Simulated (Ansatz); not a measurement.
# k/cubic: the band gap up the ladder of functionals

One table from this session's results is given with a row withheld; the runs are named, their logs left out.

Code: Ansatz 0.2.0. PAW datasets, plane waves. Simulation only: spin-unpolarised, and no claim that this is the phase found in nature.

## The system as given

The cell was relaxed beforehand with r2SCAN.

The symmetry is Cmmm (No. 65, orthorhombic); conventional cell a = 7.052 Å, b = 9.996 Å, c = 3.543 Å, 10.41 Å³ an atom. Near Ti stand 8 O at 2.11–2.14 Å; near O stand 4 Hf at 2.16–2.17 Å; near O stand 2 Ti at 2.14 Å and 2 Hf at 2.19 Å and 1 O at 2.40 Å; near Hf stand 8 O at 2.16–2.19 Å; near O stand 1 Ti at 2.11 Å and 3 Hf at 2.18–2.19 Å.

As a file:

```cif
data_structure
_symmetry_space_group_name_H-M 'Cmmm'
_symmetry_Int_Tables_number 65
_cell_length_a 7.0522
_cell_length_b 9.9960
_cell_length_c 3.5427
_cell_angle_alpha 90.000
_cell_angle_beta 90.000
_cell_angle_gamma 90.000
_cell_volume 249.74
loop_
_atom_site_label
_atom_site_type_symbol
_atom_site_symmetry_multiplicity
_atom_site_Wyckoff_symbol
_atom_site_fract_x
_atom_site_fract_y
_atom_site_fract_z
_atom_site_occupancy
Ti1 Ti 2 a 0.00000 0.00000 0.00000 1
O1 O 4 j 0.50000 0.12580 0.50000 1
O2 O 4 j 0.50000 0.38008 0.50000 1
Hf1 Hf 4 f 0.25000 0.75000 0.50000 1
O3 O 8 p 0.75662 0.87675 0.00000 1
Hf2 Hf 2 b 0.50000 0.00000 0.00000 1
```

Set-up of the first run:

File input.yaml:

```yaml
crystal:
  lattice:
    - [3.5260978041, -4.9980208686, 0.0]
    - [3.5260978041, 4.9980208686, 0.0]
    - [0.0, 0.0, 3.5426532121]
  atoms:
    - { symbol: Ti, position: [0.0, 0.0, 0.0] }
    - { symbol: O, position: [0.3741962358, 0.6258037642, 0.5] }
    - { symbol: O, position: [0.1199237413, 0.8800762587, 0.5] }
    - { symbol: Hf, position: [0.5, 0.0, 0.5] }
    - { symbol: O, position: [0.8798694889, 0.6333617602, 0.0] }
    - { symbol: O, position: [0.6333617602, 0.8798694889, 0.0] }
    - { symbol: Hf, position: [0.0, 0.5, 0.5] }
    - { symbol: O, position: [0.3666382398, 0.1201305111, 0.0] }
    - { symbol: O, position: [0.1201305111, 0.3666382398, 0.0] }
    - { symbol: Hf, position: [0.5, 0.5, 0.0] }
    - { symbol: O, position: [0.8800762587, 0.1199237413, 0.5] }
    - { symbol: O, position: [0.6258037642, 0.3741962358, 0.5] }
kpoints:
  mp_grid: { grid: [4, 4, 8] }
  band_path:
    path:
      - [[0.0, 0.0, 0.0], [-0.5, 0.5, 2.219247353009e-35], [-0.3744321447696, 0.6255678552304, 1.911637250226e-35]]
      - [[0.3744321447696, 0.3744321447696, -9.172658904343e-36], [0.0, 0.0, 0.0], [6.285755014245e-52, -8.740449602204e-52, 0.5], [0.3744321447696, 0.3744321447696, 0.5]]
      - [[-0.3744321447696, 0.6255678552304, 0.5], [-0.5, 0.5, 0.5], [-0.5, 0.5, 2.219247353009e-35]]
      - [[0.0, 0.0, 0.0], [-5.335136305485e-19, 0.5, 4.971856798958e-36], [-5.335136305485e-19, 0.5, 0.5], [6.285755014245e-52, -8.740449602204e-52, 0.5], [-0.5, 0.5, 0.5]]
    npoints: 10
hamiltonian:
  xc: pbe
scf:
  occupations: { method: fermi_dirac, width: 0.02 }
  n_extra_bands: 7
output:
  forces: true
  stress: true
  eigenvalues: true
```

Among the steps run: PBE band path; r2SCAN at the same geometry; HSE06; PBE+SOC at the same geometry; PBE0.

One table of the session follows, with a row left open; its other results are not shown here.

```
  level  gap (eV)
    PBE      1.70
 r2SCAN      2.06
  HSE06      3.24
PBE+SOC      1.70
   PBE0         ?
```

Estimate the missing values for PBE0.

As computed: gap (eV): 3.97. In the column «gap (eV)» it is the highest.

Meshes: PBE 4×4×8, r2SCAN 4×4×8, HSE06 4×4×4, PBE+SOC 4×4×8, PBE0 4×4×4

In words: The gap runs from 1.70 eV (PBE+SOC) to 3.97 eV (PBE0). PBE reaches 53 % of the HSE06 value, and r2SCAN 64 %. PBE0 lies 0.74 eV above HSE06, which differs from it by screening the long-range exchange. The levels disagree on whether the gap is direct.

To keep in mind: Warnings in the runs' records: stress scf threshold loose, stress exchange threshold loose.
